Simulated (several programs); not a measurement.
# What each method gives for Ba2SeS (ordering on rocksalt)

An ordered 4-atom cell of Ba2SeS on the rocksalt lattice (P4/mmm), relaxed with r2SCAN in Ansatz, was computed with several methods. The symmetry is P4/mmm (No. 123, tetragonal); a = 4.624 Å, c = 6.541 Å in the conventional setting, 34.97 Å³ an atom. S is surrounded by 6 Ba at 3.27 Å; Ba is surrounded by 4 Se at 3.27 Å and 2 S at 3.27 Å; Se is surrounded by 6 Ba at 3.27 Å; Ba is surrounded by 4 S at 3.27 Å and 2 Se at 3.27 Å. Spin-unpolarised throughout. Whether this structure exists isn't addressed.

```yaml
crystal:
  lattice:
    - [4.62449, 0.00000, 0.00000]
    - [0.00000, 4.62449, 0.00000]
    - [0.00000, 0.00000, 6.54121]
  atoms:
    - { symbol: S, position: [0.00000, 0.00000, 0.00000] }
    - { symbol: Ba, position: [0.00000, 0.00000, 0.50000] }
    - { symbol: Se, position: [0.50000, 0.50000, 0.50000] }
    - { symbol: Ba, position: [0.50000, 0.50000, 0.00000] }
```

Gaps and times are for a single point on this cell; volume and bulk modulus come from each method's own relaxation or energy curve at fixed shape, which is too stiff where a cell has free coordinates or axes. Times are rough, from shared hosts (Arm Neoverse V1; Arm Neoverse V2), and each method has its own mesh and cell size. A dagger marks a closed or tiny gap in a crystal that DFT finds insulating: a failure of the method or a wrong SCF state. A double dagger marks a value from a curve with shape and coordinates held. The energy curve of PM7 (MOPAC) is jagged, so its SCF state, and with it the gap, is in doubt. PM6 (MOPAC), PM7 (MOPAC), GFN2-xTB (tblite) treat a cluster of cells at its zone centre, which samples few k points: where these miss a band edge, the gap comes out too large for that reason alone. Gaps from k meshes are read at a limited set of points (mesh, symmetry points, PBE's band edges), so each method's own least gap may be somewhat smaller. xTB and the PM methods were fitted mostly to molecules, and can miss a solid's gap by electronvolts. Minimal bases can be far off for gaps. PBE/DZVP lies far from plane-wave PBE here, an effect of basis or sampling. Times of the plane-wave ladder aren't listed, since it ran on unlike processors and cards. GLLB-SC's gap includes the derivative discontinuity. G0W0 is at finite bands, cutoff and mesh. d marks a direct gap, i an indirect one (no mark: not told apart), a dash a value that wasn't computed or didn't pass its checks.

```csv
method,kind,gap (eV),own volume (Å³/atom),bulk modulus (GPa),atoms computed,processor time
light PBE (260 eV and a coarse mesh),light plane-wave,2.03 i,–,–,4,1.3 s
GFN2-xTB (tblite),tight binding,0.00†,–,–,cluster,2.6 s
PBE,semilocal,2.10 d,35.12,39‡,4,–
PBE/SZV (CP2K),small basis,0.00†,–,–,4,7.3 s
PBE/DZVP (CP2K),small basis,2.58 d,35.91‡,39‡,4,12 s
r2SCAN,semilocal,2.46 d,34.97,41‡,4,–
PM6 (MOPAC),semi-empirical,2.71,–,–,cluster,33 s
PM7 (MOPAC),semi-empirical,2.38,–,–,cluster,41 s
GLLB-SC (GPAW),model potential,4.23,–,–,4,47 s
PBE/single zeta (GPAW),small basis,2.04 d,–,–,4,65 s
PBE+SOC,semilocal,1.98 d,–,–,4,–
HSE06,hybrid,2.95 d,–,–,4,–
PBE0,hybrid,3.64 d,–,–,4,–
G0W0@PBE (140 eV screening cutoff),many-body,3.29,–,–,4,–
G0W0@r2SCAN (140 eV screening cutoff),many-body,3.49,–,–,4,–
G0W0@HSE06 (140 eV screening cutoff),many-body,3.73,–,–,4,–
```

Against HSE06 (2.95 eV) and with closed or daggered gaps left aside, the nearest gap at the points sampled is that of PM6 (MOPAC) (-0.24 eV) and the farthest that of GLLB-SC (GPAW) (+1.28 eV). HSE06 is only a yardstick of convenience, and nearness to it can be luck.

Volumes against r2SCAN's: PBE +0.4 %.

Runs without a result: GFN1-xTB (tblite) (single point).

Only the rows marked +SOC include spin-orbit coupling.
